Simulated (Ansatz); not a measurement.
# Ta2Ru: the cost of one run

Method: DFT PBE, scalar-relativistic, plane waves, PAW, unless a step names another level, in Ansatz 0.2.0.

2 further runs of the same task are left out: 2 that didn't finish.

## 1. The starting structure

The structure is tetragonal, space group I4/mmm (No. 139). Conventional cell: a = 3.203 Å, b = 3.203 Å, c = 9.789 Å, α = 90.00°, β = 90.00°, γ = 90.00°. Ta (site symmetry 4mm) is surrounded by 4 Ru at 2.77 Å and 4 Ta at 2.84 Å. Ru (site symmetry 4/mmm) is surrounded by 8 Ta at 2.77 Å.

Coordinates:

```
Ta Ru
1.0
    -1.60133    1.60133    4.89466
     1.60133   -1.60133    4.89466
     1.60133    1.60133   -4.89466
Ta Ru
2 1
Direct
  0.66276 0.66276 0.00000
  0.33724 0.33724 0.00000
  0.00000 0.00000 0.00000
```

It is the end of an earlier relaxation with the same method, from a generated guess; it needn't be the stable form of this composition. At a tolerance of 0.05 Å it has space group I4/mmm (No. 139); it has 16.73 Å³/atom, an uncorrected energy of -0.29 eV/atom over the elements.

## 2. Bands, states and charges

The input, input.yaml:

```yaml
crystal:
  lattice:
    - [-1.6013297963, 1.6013297963, 4.8946605143]
    - [1.6013297963, -1.6013297963, 4.8946605143]
    - [1.6013297963, 1.6013297963, -4.8946605143]
  atoms:
    - { symbol: Ta, position: [0.6627604354, 0.6627604354, 0.0] }
    - { symbol: Ta, position: [0.3372395646, 0.3372395646, 0.0] }
    - { symbol: Ru, position: [0.0, 0.0, 0.0] }
basis:
  ecutwfc: 420
kpoints:
  mp_grid: { grid: [20, 20, 20] }
  band_path:
    path:
      - [[0.0, 0.0, 0.0], [0.0, 0.0, 0.5], [0.25, 0.25, 0.25], [0.0, 0.5, 0.0], [0.0, 0.0, 0.0], [0.5, 0.5, -0.5], [0.27675817, 0.72324183, -0.27675817]]
      - [[-0.27675817, 0.27675817, 0.27675817], [0.0, 0.0, 0.0]]
      - [[0.0, 0.0, 0.5], [-0.05351634, 0.05351634, 0.5]]
      - [[0.5, 0.5, -0.05351634], [0.5, 0.5, -0.5]]
    npoints: 14
hamiltonian:
  xc: pbe
scf:
  occupations: { method: gaussian, width: 0.1 }
  n_extra_bands: 7
output:
  forces: true
  stress: true
  eigenvalues: true
  populations: true
  dos: { projected: true, de: 0.02, nscf_kmesh: { grid: [24, 24, 24] } }
  bader: true
  write_density: true
  write_potential: true
  elf: true
  volumetric_format: npy
```

Started as:

```bash
ansatz run input.yaml --threads 1 --pin off --max-ram 2560MiB --backend cpu --events-out ev --progress --plain --runs-dir out
```

Q: Estimate wall time and peak memory on 1 thread of AMD EPYC 7R43 (Zen 3), shared host.

About 2 min, with a peak of 1.2 GiB.
